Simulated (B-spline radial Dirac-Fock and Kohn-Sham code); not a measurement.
# Tl: core levels and X-ray properties

Aim: for neutral thallium, compute how cheaper methods do for the levels.

Program: B-spline radial Dirac-Fock and Kohn-Sham code, version 2. Model: a free atom or ion on a radial basis; each step names its model. All values are calculated, but those marked as tabulated.

## 1. The system

Atomic thallium, [Xe] 4f14 5d10 6s2 6p1.

| Quantity | Value |
| --- | --- |
| nuclear charge | 81 |
| electrons | 81 |
| mass number | 205 |
| nuclear rms radius | 5.4759 fm |

## 2. Dirac LDA, for comparison

Model: Dirac-Kohn-Sham LDA (Slater exchange, VWN correlation), finite nucleus, spherical and without spin polarisation.

Settings, as recorded:

```ini
task = binding-ladder
Z = 81
charge = 0
configuration = 1s2 2s2 2p6 3s2 3p6 3d10 4s2 4p6 4d10 4f14 5s2 5p6 5d10 6s2 6p1
mass_number = 205
rms_radius = 5.4759  # fm
method = lda,vwn
relativity = dirac
```

From the run's result record (rounded, not every field):

```text
{
  "status": "converged",
  "shells": ["K", "L1", "L2", "L3", "M1", "M2", "M3", "M4", "M5", "N1", "N2", "N3", "N4", "N5", "N6", "N7", "O1", "O2", "O3", "O4", "O5", "P1", "P2,3"],
  "minus_eigenvalue [eV]": [85365.3, 15189.1, 14590.5, 12527.3, 3624.77, 3352.77, 2894.2, 2441.42, 2343.4, 808.129, 690.719, 578.974, 386.379, 365.525, 116.599, 111.995, 130.81, 91.1902, 70.7479, 16.9371, 14.724, 9.79436, 2.66383],
  "delta_scf [eV]": [85994.8, 15305.2, 14741.5, 12652.3, 3658.2, 3388.99, 2926.27, 2480.43, 2380.9, 822.827, 705.372, 592.677, 399.903, 378.777, 129.501, 124.758, 138.475, 98.5085, 77.6257, 22.8002, 20.4471, 13.7497, 5.51228],
  "total_energy [Ha]": -20272.5602,
  "dirac_fock_binding [eV]": [85531.8, 15359.5, 14705.2, 12663.1, 3718.98, 3427.04, 2968.22, 2492.67, 2396.37, 860.636, 734.526, 622.313, 416.749, 395.812, 128.215, 123.787, 147.237, 103.297, 83.2707, 21.3417, 19.1851, 11.5374, 4.96931],
  "transition_state [eV]": [85996.1, 15305.1, 14741.3, 12652.1, 3658.06, 3388.85, 2926.12, 2480.27, 2380.74, 822.709, 705.253, 592.563, 399.785, 378.661, 129.371, 124.629, 138.381, 98.4162, 77.5376, 22.7179, 20.3657, 13.7006, 5.46123]
}
```

Against the Dirac-Fock value with Breit and QED (eV):

| level | -ε | miss | ΔSCF | miss | half-electron -ε | Dirac-Fock |
| --- | --- | --- | --- | --- | --- | --- |
| K | 85365.3 | -166.4 | 85994.8 | +463.1 | 85996.1 | 85531.8 |
| L1 | 15189.1 | -170.4 | 15305.2 | -54.3 | 15305.1 | 15359.5 |
| L2 | 14590.5 | -114.6 | 14741.5 | +36.3 | 14741.3 | 14705.2 |
| L3 | 12527.3 | -135.8 | 12652.3 | -10.8 | 12652.1 | 12663.1 |
| M1 | 3624.8 | -94.2 | 3658.2 | -60.8 | 3658.1 | 3719.0 |
| M2 | 3352.8 | -74.3 | 3389.0 | -38.0 | 3388.9 | 3427.0 |
| M3 | 2894.2 | -74.0 | 2926.3 | -41.9 | 2926.1 | 2968.2 |
| M4 | 2441.4 | -51.2 | 2480.4 | -12.2 | 2480.3 | 2492.7 |
| M5 | 2343.4 | -53.0 | 2380.9 | -15.5 | 2380.7 | 2396.4 |
| N1 | 808.1 | -52.5 | 822.8 | -37.8 | 822.7 | 860.6 |
| N2 | 690.7 | -43.8 | 705.4 | -29.2 | 705.3 | 734.5 |
| N3 | 579.0 | -43.3 | 592.7 | -29.6 | 592.6 | 622.3 |
| N4 | 386.4 | -30.4 | 399.9 | -16.8 | 399.8 | 416.7 |
| N5 | 365.5 | -30.3 | 378.8 | -17.0 | 378.7 | 395.8 |
| N6 | 116.6 | -11.6 | 129.5 | +1.3 | 129.4 | 128.2 |
| N7 | 112.0 | -11.8 | 124.8 | +1.0 | 124.6 | 123.8 |
| O1 | 130.8 | -16.4 | 138.5 | -8.8 | 138.4 | 147.2 |
| O2 | 91.19 | -12.1 | 98.51 | -4.8 | 98.42 | 103.3 |
| O3 | 70.75 | -12.5 | 77.63 | -5.6 | 77.54 | 83.27 |
| O4 | 16.94 | -4.4 | 22.80 | +1.5 | 22.72 | 21.34 |
| O5 | 14.72 | -4.5 | 20.45 | +1.3 | 20.37 | 19.19 |
| P1 | 9.79 | -1.7 | 13.75 | +2.2 | 13.70 | 11.54 |
| P2,3 | 2.66 | -2.3 | 5.51 | +0.5 | 5.46 | 4.97 |

## 3. non-relativistic HF, for comparison

Model: non-relativistic Hartree-Fock, average of configuration, point nucleus.

The run's settings:

```ini
task = binding-ladder
method = hf
relativity = nr
```

From the run's result record (rounded, not every field):

```text
{
  "status": "converged",
  "shells": ["1s", "2s", "2p", "3s", "3p", "3d", "4s", "4p", "4d", "4f", "5s", "5p", "5d", "6s", "6p"],
  "minus_eigenvalue [eV]": [77594.6, 13185.6, 12673.1, 3187.83, 2944.19, 2495.52, 731.536, 623.622, 425.939, 157.425, 125.683, 87.93, 26.3481, 9.82637, 5.23539],
  "delta_scf [eV]": [77510.7, 13132.7, 12616.4, 3157.56, 2912.88, 2461.18, 718.1, 610.268, 412.684, 144.164, 121.246, 83.8823, 23.336, 9.35393, 5.06736],
  "total_energy [Ha]": -18961.8247
}
```

## 4. Cost and miss of the cheaper method

| method | level | eigenvalue miss (%) | ΔSCF miss (%) | time |
| --- | --- | --- | --- | --- |
| Dirac LDA | K | -0.19 | +0.54 | 42 s |

Times cover the ground state and all hole states of a step, on one thread of a shared host; states solved in an earlier step are reused, and a first call can include compiling.

## 5. What came out

```
                               quantity                 value
        Dirac LDA, K: eigenvalue / ΔSCF  85365.3 / 85994.8 eV
non-relativistic HF: deepest eigenvalue           -77594.6 eV
```

What this shows: Dirac LDA misses the K level by -0.2 % with its eigenvalue and by +0.5 % with ΔSCF. Breit and QED terms, which only the reference holds, shift this level by tenths of a per cent, so the eigenvalue's nearness can be cancellation. The Hartree-Fock and Dirac-Fock values hold no electron correlation.
